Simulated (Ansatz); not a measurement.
# NaI: elastic constants

How stiff is the crystal, and how unevenly? Runs: cell and atoms relaxed (PAW); reference run (PAW); ions clamped (PAW); cell relaxed at 5 GPa (PAW); at 5 GPa (PAW).

Program: Ansatz 0.2.0. Level of theory: DFT LDA, frozen-core PAW, scalar-relativistic unless said. These are calculated values, not measurements.

### Step 1. Starting point

Symmetry: Fm-3m, No. 225, cubic system. Conventional cell: a = 6.473 Å, b = 6.473 Å, c = 6.473 Å, α = 90.00°, β = 90.00°, γ = 90.00°. Na (site symmetry m-3m) has 6 I at 3.24 Å as nearest neighbours. Around I (site symmetry m-3m) lie 6 Na at 3.24 Å.

Structure file:

```xyz
2
Lattice="0.0000 3.2364 3.2364 3.2364 0.0000 3.2364 3.2364 3.2364 0.0000" Properties=species:S:1:pos:R:3 pbc="T T T"
Na    0.0000    0.0000    0.0000
I     3.2364    3.2364    3.2364
```

Cartesian axes are those of the input's lattice vectors. The structure goes back to a database entry.

### Step 2. Cell and atoms relaxed, PAW

Contents of input.yaml:

```yaml
crystal:
  lattice:
    - [0.0, 3.2364, 3.2364]
    - [3.2364, 0.0, 3.2364]
    - [3.2364, 3.2364, 0.0]
  atoms:
    - { symbol: Na, position: [0.0, 0.0, 0.0] }
    - { symbol: I, position: [0.5, 0.5, 0.5] }
kpoints:
  mp_grid: { grid: [12, 12, 12] }
scf:
  occupations: { method: fermi_dirac, width: 0.1 }
hamiltonian:
  xc: lda
  pseudopotentials: { kind: paw }
relax:
  f_tol: 0.002
  max_steps: 80
  cell: {}
output:
  forces: true
  stress: true
```

Started as:

```
ansatz run input.yaml --threads 1 --pin off --max-ram 2560MiB --backend cpu --events-out ev --progress --plain --runs-dir out
```

### Step 3. Reference run, PAW

Contents of input.yaml:

```yaml
crystal:
  lattice:
    - [0.0, 3.13108973125, 3.13108973125]
    - [3.13108973125, 0.0, 3.13108973125]
    - [3.13108973125, 3.13108973125, 0.0]
  atoms:
    - { symbol: Na, position: [0.0, 0.0, 0.0] }
    - { symbol: I, position: [0.5, 0.5, 0.5] }
kpoints:
  mp_grid: { grid: [6, 6, 6] }
scf:
  occupations: { method: fixed }
hamiltonian:
  xc: lda
  pseudopotentials: { kind: paw }
elastic:
  mode: relaxed_ion
  stencil: two_point
  amplitude: 0.005
```

### Step 4. Ions clamped, PAW

Changes to input.yaml since step 3:

```diff
@@ -16,3 +16,3 @@
 elastic:
-  mode: relaxed_ion
+  mode: clamped_ion
   stencil: two_point
```

### Step 5. Cell relaxed at 5 GPa, PAW

Changes to input.yaml since step 4:

```diff
@@ -15,5 +15,8 @@
   pseudopotentials: { kind: paw }
-elastic:
-  mode: clamped_ion
-  stencil: two_point
-  amplitude: 0.005
+relax:
+  f_tol: 0.002
+  max_steps: 80
+  cell: { p_target: 5 }
+output:
+  forces: true
+  stress: true
```

### Step 6. At 5 GPa, PAW

Contents of input.yaml:

```yaml
crystal:
  lattice:
    - [0.0, 2.9646795172, 2.9646795172]
    - [2.9646795172, 0.0, 2.9646795172]
    - [2.9646795172, 2.9646795172, 0.0]
  atoms:
    - { symbol: Na, position: [0.0, 0.0, 0.0] }
    - { symbol: I, position: [0.5, 0.5, 0.5] }
kpoints:
  mp_grid: { grid: [6, 6, 6] }
scf:
  occupations: { method: fixed }
hamiltonian:
  xc: lda
  pseudopotentials: { kind: paw }
elastic:
  mode: relaxed_ion
  stencil: two_point
  amplitude: 0.005
```

(Steps that only read results are left out.)

What does the calculation give? Wanted: C11; C12; C44; bulk, shear and Young's modulus; Debye temperature from sound speeds; universal anisotropy index.

As calculated:

| quantity | value |
| --- | --- |
| C11 (PAW) | 44 GPa |
| C12 (PAW) | 9 GPa |
| C44 (PAW) | 8 GPa |
| bulk, shear and Young's modulus | 21, 11, 27 GPa |
| Debye temperature from sound speeds | 170 K |
| universal anisotropy index | 0.89 |

All eigenvalues are positive, so the crystal is mechanically stable; by PAW K = 21 and G = 11 GPa, K/G = 1.93, on the ductile side of Pugh's rough line at 1.75, which was drawn for metals. Young's modulus runs from 20 to 41 GPa with direction. Clamping the ions changes no constant by more than 1 GPa. At 5 GPa K rises to 43 GPa. Cautions: frozen-core PAW files fitted under PBE, their cores solved anew for the functional of the run.
